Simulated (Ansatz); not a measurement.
# C3H4FNO2: the cost of one run

Method: RKS B3LYP-D4/def2-SVP, in Ansatz 0.2.0.

### 1 The structure to begin with

Bond lengths: N1–C2 1.464 Å, C2–F3 1.353 Å, C2–O4 1.493 Å, O4–C5 1.485 Å, C2–C6 1.532 Å, C5–C6 1.521 Å, C6–O7 1.189 Å, N1–H8 1.047 Å, N1–H9 0.979 Å, C5–H10 1.097 Å, C5–H11 1.124 Å. Angles (14 of 19 angles, heavy atoms first): N1–C2–F3 113.7°, N1–C2–O4 108.7°, N1–C2–C6 117.0°, F3–C2–O4 113.6°, F3–C2–C6 110.9°, O4–C2–C6 90.9°, C2–O4–C5 90.1°, O4–C5–C6 91.6°, C2–C6–C5 87.4°, C2–C6–O7 137.8°, C5–C6–O7 134.7°, C2–N1–H8 106.1°, C2–N1–H9 107.6°, O4–C5–H10 113.3°.

Coordinates:

```xyz
11

N     0.1649   -0.5693   -1.6407
C     0.0957    0.3638   -0.5146
F    -0.0350    1.6577   -0.8879
O     1.2620    0.1151    0.3845
C     0.3372   -0.2082    1.5006
C    -0.8786    0.0193    0.6158
O    -2.0536   -0.0838    0.7652
H    -0.6593   -0.3522   -2.2496
H     0.9273   -0.3078   -2.1960
H     0.4763   -1.2210    1.8996
H     0.4284    0.5293    2.3438
```

### 2 End point A

File input.yaml:

```yaml
crystal:
  periodic: [false, false, false]
  atoms:
    - { symbol: "N", position_ang: [0.1649, -0.5693, -1.6407] }
    - { symbol: C, position_ang: [0.0957, 0.3638, -0.5146] }
    - { symbol: F, position_ang: [-0.035, 1.6577, -0.8879] }
    - { symbol: O, position_ang: [1.262, 0.1151, 0.3845] }
    - { symbol: C, position_ang: [0.3372, -0.2082, 1.5006] }
    - { symbol: C, position_ang: [-0.8786, 0.0193, 0.6158] }
    - { symbol: O, position_ang: [-2.0536, -0.0838, 0.7652] }
    - { symbol: H, position_ang: [-0.6593, -0.3522, -2.2496] }
    - { symbol: H, position_ang: [0.9273, -0.3078, -2.196] }
    - { symbol: H, position_ang: [0.4763, -1.221, 1.8996] }
    - { symbol: H, position_ang: [0.4284, 0.5293, 2.3438] }
basis:
  gaussian: { orbitals: def2-SVP }
hamiltonian:
  xc: b3lyp
  dispersion: d4
relax:
  f_tol: 0.015
  max_steps: 40
```

Command:

```
$ ansatz run input.yaml --threads 2 --pin off --max-ram 3072MiB --backend cpu --events-out ev --progress --plain --runs-dir out
```

Q: Estimate wall time and peak memory on 2 threads of Intel Xeon Platinum 8488C (Sapphire Rapids), shared host.

About 23 s, with a peak of 0.31 GiB.
